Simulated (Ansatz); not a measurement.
# CsLiCr2Te2S3 (Pm) in Ansatz: band structure with PBE

Aim: the band structure of CsLiCr2Te2S3 with PBE.

Program: Ansatz 0.2.0. These are calculated values, not measurements. Logs are shortened: lines on timing, memory, paths and dates and some standing lists are left out, and cuts for length are marked.

## (1) Starting point

The structure is monoclinic, space group Pm (No. 6). Conventional cell: a = 7.057 Å, b = 3.981 Å, c = 9.084 Å, α = 90.00°, β = 107.12°, γ = 90.00°. Cs (site symmetry m) has 3 S at 3.44 to 3.50 Å and 1 Te at 3.93 Å as nearest neighbours. Li (site symmetry m) has 3 S at 2.21 to 2.30 Å as nearest neighbours. Cr (site symmetry m) is surrounded by 5 S at 2.47 to 2.63 Å and 1 Te at 2.79 Å and 2 Li at 2.81 Å. Cr (site symmetry m) is surrounded by 2 S at 2.34 to 2.50 Å. Te (site symmetry m) has 3 Cr at 2.76 to 2.79 Å as nearest neighbours. Around Te (site symmetry m) lie 1 S at 2.48 Å and 2 Cr at 2.80 Å. Around S (site symmetry m) lie 2 Li at 2.21 Å and 1 Te at 2.48 Å and 1 Cr at 2.51 Å. S (site symmetry m) has 3 Cr at 2.34 to 2.47 Å and 1 Li at 2.63 Å as nearest neighbours.

The cell was built by a generator and needn't be a form met in nature.

## (2) Band structure, PBE, non-collinear spin, ferromagnetic start, spin-orbit coupling

File input.yaml:

```yaml
crystal:
  lattice:
    - [7.05684, 0.0, 0.0]
    - [0.0, 3.9806, 0.0]
    - [-2.67333, 0.0, 8.68168]
  atoms:
    - { symbol: Cs, position: [0.07739, 0.0, 0.37706] }
    - { symbol: Li, position: [0.86424, 0.5, 0.78883] }
    - { symbol: Cr, position: [0.12646, 0.0, 0.94616], spin: 3.0, spin_axis: [3.0, 0.0, 0.0] }
    - { symbol: Cr, position: [0.5929, 0.5, 0.97165], spin: 3.0, spin_axis: [3.0, 0.0, 0.0] }
    - { symbol: Te, position: [0.50838, 0.0, 0.1527] }
    - { symbol: Te, position: [0.55612, 0.0, 0.74893] }
    - { symbol: S, position: [0.87426, 0.0, 0.68502] }
    - { symbol: S, position: [0.25176, 0.5, 0.84402] }
    - { symbol: S, position: [0.96294, 0.5, 0.05357] }
hamiltonian:
  xc: pbe
  pseudopotentials: { kind: paw_fr }
magnetization:
  noncollinear: true
  spin_orbit: true
kpoints:
  mp_grid: { grid: [3, 5, 3] }
  band_path:
    path:
      - [[0.0, 0.0, 0.0], [0.0, 0.0, 0.5], [-0.4222613436, 0.0, 0.659964505], [-0.5, 0.0, 0.5], [-0.5, 0.5, 0.5], [-0.5777386564, 0.5, 0.340035495], [-0.5, 0.5, 0.0], [-0.5, 0.0, 0.0], [-0.5777386564, 0.0, 0.340035495]]
      - [[-0.4222613436, 0.5, 0.659964505], [0.0, 0.5, 0.5], [0.0, 0.5, 0.0]]
      - [[0.0, 0.0, 0.5], [0.0, 0.5, 0.5]]
    npoints: 10
scf:
  occupations: { method: fermi_dirac, width: 0.05 }
  n_extra_bands: 22
output:
  forces: true
  stress: true
  eigenvalues: true
  fatbands: true
```

Potentials or basis: Ansatz PAW.

Started as:

```bash
ansatz run input.yaml --threads 8 --pin off --max-ram 20480MiB --backend cpu --events-out ev --progress --plain --runs-dir out
```

Output:

```text
Warning: output.stress: scf.convergence.dr2_threshold = 1e-7 eV (the SCF's general default) is looser than the 9e-10 eV advised for a printed stress (1e-10 eV for each atom of the cell: 9). What an SCF threshold leaves in a stress goes as its square root, and in the free energy as the threshold itself, and one threshold admits the most on a small cell: of the crystals measured, under no hybrid functional and no lock of the moments, on runs that ended without the residual-converged pass, on stresses that held no estimate of that error, the worst erred by over 100 MPa in a component at 1e-7 eV an atom and by under 5 at 1e-10. Set scf.convergence.dr2_threshold to 9e-10 eV or tighter. The threshold is an SCF's pass mark: one that does not reach it within its budget of iterations ends unconverged, or closes short of it on a stop that the run arms, and scf.convergence.dr2_threshold's page says what that costs each kind of run
Warning: RAYON_NUM_THREADS=8 ignored (pool sized by the plan → 8); use --threads N
scf.n_extra_bands = 22 over 90 filled bands (N_el = 90.0): the run solves 112 bands
Engine: ansatz 0.2.0, aarch64-unknown-linux-gnu
Pseudopotentials: kind: paw_fr
Pseudopotential: Cs, paw_fr, valence charge 9, recommended cutoff 420 eV (normal), Cs.paw.azcp#standard-fr
Pseudopotential: Li, paw_fr, valence charge 3, recommended cutoff 420 eV (normal), Li.paw.azcp#standard-fr
Pseudopotential: Cr, paw_fr, valence charge 14, recommended cutoff 420 eV (normal), Cr.paw.azcp#standard-fr
Pseudopotential: Te, paw_fr, valence charge 16, recommended cutoff 420 eV (normal), Te.paw.azcp#standard-fr
Pseudopotential: S, paw_fr, valence charge 6, recommended cutoff 420 eV (normal), S.paw.azcp#standard-fr
Functional definition: PBE
  parameter kappa = 0.804
  parameter beta = 0.06672455060314922
  exchange = pbe_x(kappa = kappa, mu = beta*pi^2/3)
  correlation = pbe_c(beta = beta)
Crystal: 9 atoms, lattice volume = 243.872 Å³
Basis set: ecut = 420 eV, 4787 PW (Γ), exchange–correlation on 96×54×128 points (8 copies of the dense FFT grid, shifted against one another)
Bands: 112, of which v1, the nominal top of the filled ones, is band 90 counted from 1 (89 counted from 0)
Symmetry: 1 space group operations + 1 with time reversal
Magnetic group: BNS 6.20 (UNI 27), of the structure as read, at distance tolerance 6.2e-5 Å
k-points: 25 of 45 (time reversal used)
Projection manifold: j_resolved (fully-relativistic pseudo-atomic orbitals)
Non-local potential: Cs, projectors of the file, l = 0: 3, l = 1: 4, l = 2: 4, l = 3: 4
Non-local potential: Li, projectors of the file, l = 0: 3, l = 1: 4, l = 2: 2
Non-local potential: Cr, projectors of the file, l = 0: 3, l = 1: 4, l = 2: 6, l = 3: 2
Non-local potential: Te, projectors of the file, l = 0: 2, l = 1: 4, l = 2: 4, l = 3: 4
Non-local potential: S, projectors of the file, l = 0: 2, l = 1: 4, l = 2: 4
PAW form: soft (Blöchl's): semilocal exchange-correlation on the pseudo side does not see the compensation charge
[... 50 lines left out ...]
  site 2: m = (+2.3180, -0.0000, +1.7293) μB, |m| = 2.8920 μB  (R = 1.02 Å)
  site 3: m = (+2.1888, -0.0000, +1.5685) μB, |m| = 2.6928 μB  (R = 0.97 Å)
  site 4: m = (-0.1053, +0.0000, -0.0755) μB, |m| = 0.1296 μB  (R = 1.14 Å)
  site 5: m = (-0.0279, +0.0000, -0.0223) μB, |m| = 0.0357 μB  (R = 1.02 Å)
  site 6: m = (-0.0220, +0.0000, -0.0159) μB, |m| = 0.0271 μB  (R = 0.91 Å)
  site 7: m = (-0.0833, +0.0000, -0.0606) μB, |m| = 0.1030 μB  (R = 0.97 Å)
  site 8: m = (-0.0385, +0.0000, -0.0287) μB, |m| = 0.0481 μB  (R = 0.95 Å)
Free energy (F): -29312.668928 eV
Harris-Foulkes:  -29312.668928 eV  (|F-HF|=2.72e-8)
Internal energy: -29312.668603 eV  (E = F + TS)
E sigma→0 (E₀):  -29312.668765 eV
Entropy (-TS):   -0.000324 eV (-0.036 meV/atom)
Fermi energy:    6.906589 eV
--- Per-component energies (eV) ---
  E_band       = -1331.341255
  E_kinetic    = 1530.134528
  E_local      = -11241.114131  (includes V_loc(G=0)·N_el)
  E_nonlocal   = -372.073233
  E_hartree    = 5505.990814
  E_xc         = -1003.100324
  E_vxc        = -965.184829  (∫ρ·V_xc dr)
  E_paw        = -18619.567046  (= ΣΔE_a)
  E_vpaw       = -1295.083957  (= ΣTr[D̂ρ^β])
  E_aug_tail   = 0.000387  (compensation charges beyond the density's cutoff)
  E_ewald      = -5112.939598
  E_smearing   = -0.000324  (= −TS)
  E_closure    = 0.000000  (closes the sum)
  Σ components = -29312.668928   (vs F -29312.668928, Δ=0.00e0)
--- Forces (eV/Å), atoms counted from 1 ---
  atom   1  Cs    -0.00156249     0.00000000     0.00177038
  atom   2  Li    -0.00361592     0.00000000     0.00097620
  atom   3  Cr    -0.00778916     0.00000000    -0.01827849
  atom   4  Cr     0.00416526     0.00000000     0.00420876
  atom   5  Te     0.00071089     0.00000000     0.00182871
  atom   6  Te    -0.03832501     0.00000000     0.00376998
  atom   7  S      0.04707157     0.00000000    -0.01391107
  atom   8  S      0.00109250     0.00000000     0.00958007
  atom   9  S     -0.00176202     0.00000000     0.01006116
  max |Σ_I F_I| component: 1.44e-5 eV/Å
--- Stress (GPa, compression-positive) ---
        0.113980       0.000000       0.003385
        0.000000       0.121414       0.000000
        0.003386       0.000000       0.008470
  P = ⅓ Tr σ = 0.0813 GPa (0.813 kbar)
--- Band table (eV; the first three rows and the last of 25) ---
  k-point 0: bands = ["-66.3698", "-66.0771", "-63.2277", "-63.0814", "-38.6317", "-38.6307", "-38.1414", "-37.8554", "-37.7947", "-37.5365", "-37.3872", "-37.0969", "-34.9100", "-34.7309", "-34.5505", "-34.4593", "-34.2736", "-34.1336", "-31.3934", "-31.3903", "-31.1879", "-31.1801", "-30.3504", "-30.3482", "-30.3385", "-30.3305", "-29.9457", "-29.9437", "-29.8422", "-29.8400", "-29.6730", "-29.6632", "-28.8926", "-28.8875", "-28.8820", "-28.8775", "-28.8649", "-28.8603", "-15.5853", "-15.5850", "-7.2560", "-7.2374", "-6.2444", "-6.2007", "-5.5766", "-5.5187", "-4.3071", "-4.2855", "-3.9628", "-3.8594", "-3.3895", "-3.3849", "-1.9193", "-1.9160", "-1.6179", "-1.6150", "1.3574", "1.5790", "1.9989", "2.0845", "2.2548", "2.2951", "2.6492", "2.9013", "2.9673", "3.0567", "3.2540", "3.4385", "3.7025", "3.9138", "4.0208", "4.3474", "4.3939", "4.5370", "4.6436", "4.6962", "4.7591", "4.9742", "5.0222", "5.1528", "5.2770", "5.3271", "5.4032", "5.4213", "5.4998", "5.6037", "5.8979", "6.1768", "6.3127", "6.6606", "7.4001", "7.4932", "7.8373", "8.1156", "8.1630", "8.2131", "8.2860", "8.4127", "8.4422", "8.4764", "8.7482", "8.8082", "9.0809", "9.1943", "9.3449", "9.3570", "9.7385", "9.7938", "9.9638", "10.3800", "10.7146", "10.8919"]
  k-point 1: bands = ["-66.3698", "-66.0771", "-63.2277", "-63.0814", "-38.6317", "-38.6307", "-38.1414", "-37.8554", "-37.7947", "-37.5365", "-37.3872", "-37.0969", "-34.9100", "-34.7309", "-34.5505", "-34.4593", "-34.2736", "-34.1336", "-31.3934", "-31.3903", "-31.1879", "-31.1801", "-30.3504", "-30.3482", "-30.3385", "-30.3305", "-29.9457", "-29.9437", "-29.8422", "-29.8400", "-29.6730", "-29.6632", "-28.8926", "-28.8875", "-28.8820", "-28.8775", "-28.8649", "-28.8603", "-15.5853", "-15.5850", "-7.2621", "-7.2439", "-6.2384", "-6.1936", "-5.5674", "-5.5094", "-4.3131", "-4.2910", "-3.9540", "-3.8490", "-3.4032", "-3.3957", "-1.9379", "-1.9327", "-1.6252", "-1.6217", "1.3865", "1.6177", "1.9976", "2.1821", "2.2714", "2.4454", "2.6540", "2.8985", "2.9662", "3.0670", "3.2484", "3.3653", "3.6959", "3.7924", "3.9070", "4.2806", "4.3884", "4.5384", "4.6358", "4.6587", "4.7708", "4.9513", "5.0249", "5.1608", "5.2711", "5.3384", "5.3973", "5.4161", "5.4599", "5.6034", "5.8332", "6.1766", "6.2571", "6.6471", "7.4695", "7.5766", "7.8422", "8.1190", "8.1693", "8.2107", "8.2668", "8.4080", "8.4319", "8.6699", "8.7993", "8.8163", "9.1565", "9.3199", "9.3725", "9.4268", "9.7885", "9.8082", "10.2322", "10.5851", "10.6092", "10.8110"]
  k-point 2: bands = ["-66.3697", "-66.0770", "-63.2276", "-63.0813", "-38.6315", "-38.6305", "-38.1418", "-37.8559", "-37.7948", "-37.5364", "-37.3878", "-37.0975", "-34.9112", "-34.7315", "-34.5504", "-34.4592", "-34.2740", "-34.1342", "-31.3933", "-31.3902", "-31.1875", "-31.1799", "-30.3503", "-30.3481", "-30.3385", "-30.3303", "-29.9456", "-29.9434", "-29.8423", "-29.8399", "-29.6727", "-29.6627", "-28.8919", "-28.8873", "-28.8821", "-28.8774", "-28.8650", "-28.8600", "-15.5502", "-15.5500", "-7.1400", "-7.1164", "-6.2055", "-6.1513", "-5.5316", "-5.4665", "-4.1830", "-4.1551", "-3.8598", "-3.7598", "-3.4751", "-3.4365", "-1.9176", "-1.9153", "-1.8758", "-1.8503", "1.4375", "1.5646", "1.6274", "1.8968", "2.1892", "2.3286", "2.4111", "2.6363", "3.0081", "3.2712", "3.3781", "3.4930", "3.6852", "3.7542", "3.8645", "3.9961", "4.0282", "4.0993", "4.3124", "4.3589", "4.6471", "4.7091", "4.8793", "4.9619", "5.0757", "5.1764", "5.2836", "5.5283", "5.5581", "5.5909", "5.7918", "6.0151", "6.1547", "6.2782", "7.3532", "7.5532", "7.5994", "7.7141", "8.0005", "8.1665", "8.3319", "8.4596", "8.4971", "8.7962", "8.8224", "8.8574", "8.9196", "9.0659", "9.5119", "9.7317", "10.0151", "10.2060", "10.8422", "10.8827", "10.9545", "10.9998"]
  k-point 24: bands = ["-66.3697", "-66.0770", "-63.2276", "-63.0813", "-38.6315", "-38.6305", "-38.1419", "-37.8559", "-37.7948", "-37.5364", "-37.3877", "-37.0974", "-34.9109", "-34.7315", "-34.5504", "-34.4593", "-34.2742", "-34.1343", "-31.3934", "-31.3902", "-31.1878", "-31.1798", "-30.3500", "-30.3480", "-30.3384", "-30.3305", "-29.9455", "-29.9435", "-29.8422", "-29.8400", "-29.6725", "-29.6628", "-28.8921", "-28.8874", "-28.8822", "-28.8774", "-28.8649", "-28.8599", "-15.5501", "-15.5499", "-7.0285", "-7.0078", "-6.3398", "-6.2802", "-5.6220", "-5.5937", "-4.0359", "-3.9923", "-3.9167", "-3.8115", "-3.4678", "-3.3719", "-1.9117", "-1.9028", "-1.8666", "-1.8262", "1.2566", "1.3764", "1.9852", "2.2197", "2.2759", "2.4525", "2.5424", "2.7577", "2.9876", "3.2180", "3.2628", "3.4184", "3.4858", "3.6190", "3.8101", "3.8788", "4.0061", "4.1046", "4.2288", "4.3222", "4.5061", "4.6587", "4.7426", "4.9108", "5.1497", "5.2708", "5.4007", "5.4677", "5.5607", "5.6401", "5.8364", "5.9245", "6.1894", "6.3190", "7.2962", "7.4708", "7.6560", "7.7694", "8.0372", "8.1870", "8.2799", "8.3311", "8.4531", "8.6748", "8.7348", "8.8280", "8.8990", "8.9748", "9.3285", "9.6421", "10.2411", "10.3464", "10.8209", "10.9618", "11.1463", "11.2133"]
```

Wall time 8 min (8 threads of Arm Neoverse V1, shared host); peak memory 5.1 GiB.

What came out:

```yaml
Free_energy: -29312.6689 eV
Pressure: 0.1 GPa
Largest_force: 0.049 eV/Å
Band_gap_on_the_k_mesh: 0.58 eV, indirect (least direct gap 0.74 eV)
Band_gap_along_the_path: 0.41 eV, indirect (least direct gap 0.74 eV)
Net_moment: 6.01 μB per cell
Absolute_moment: 7.21 μB per cell
```

Forces in eV/Å, atoms in the order of the input:
```
Cs  -0.002  0.000  0.002
Li  -0.004  0.000  0.001
Cr  -0.008  0.000 -0.018
Cr   0.004  0.000  0.004
Te   0.001  0.000  0.002
Te  -0.038  0.000  0.004
S    0.047  0.000 -0.014
S    0.001  0.000  0.010
S   -0.002  0.000  0.010
```

Levels at the corners of the path, in eV from the valence-band top:
| point | band 88 | band 89 | band 90 | band 91 | band 92 | band 93 |
| --- | --- | --- | --- | --- | --- | --- |
| Γ | -0.48 | -0.35 | 0.00 | 0.74 | 0.83 | 1.18 |
| Y | -0.48 | -0.41 | -0.02 | 0.81 | 0.96 | 1.18 |
| H | -0.47 | -0.28 | -0.19 | 0.65 | 0.71 | 1.34 |
| C | -0.50 | -0.30 | -0.17 | 0.63 | 0.72 | 1.35 |
| E | -1.10 | -0.88 | -0.86 | 0.69 | 0.85 | 0.90 |
| M1 | -1.10 | -0.94 | -0.87 | 0.66 | 0.86 | 0.89 |
| A | -1.10 | -0.96 | -0.91 | 0.60 | 0.87 | 0.91 |
| X | -0.44 | -0.30 | -0.17 | 0.69 | 0.71 | 1.27 |
| H1 | -0.47 | -0.28 | -0.19 | 0.65 | 0.71 | 1.34 |
| M | -1.10 | -0.94 | -0.87 | 0.66 | 0.86 | 0.89 |
| D | -1.10 | -0.78 | -0.67 | 0.84 | 0.93 | 1.06 |
| Z | -1.10 | -0.76 | -0.70 | 0.83 | 0.86 | 1.05 |
| Y | -0.48 | -0.41 | -0.02 | 0.81 | 0.96 | 1.18 |
| D | -1.10 | -0.78 | -0.67 | 0.84 | 0.93 | 1.06 |

Moments on the atoms (μB; x, y, z):
```
Cs   0.00  0.00  0.00
Li   0.01  0.00  0.01
Cr   2.25  0.00  1.68
Cr   2.18  0.00  1.56
Te  -0.07  0.00 -0.05
Te  -0.02  0.00 -0.02
S   -0.01  0.00 -0.01
S   -0.02  0.00 -0.01
S    0.00  0.00  0.00
```

Caveat: the k mesh misses the band edges, so the gap on the mesh is wider than the one along the path; only a ferromagnetic start was run, and an antiferromagnetic order may lie lower in energy; the thresholds are loose for stress.
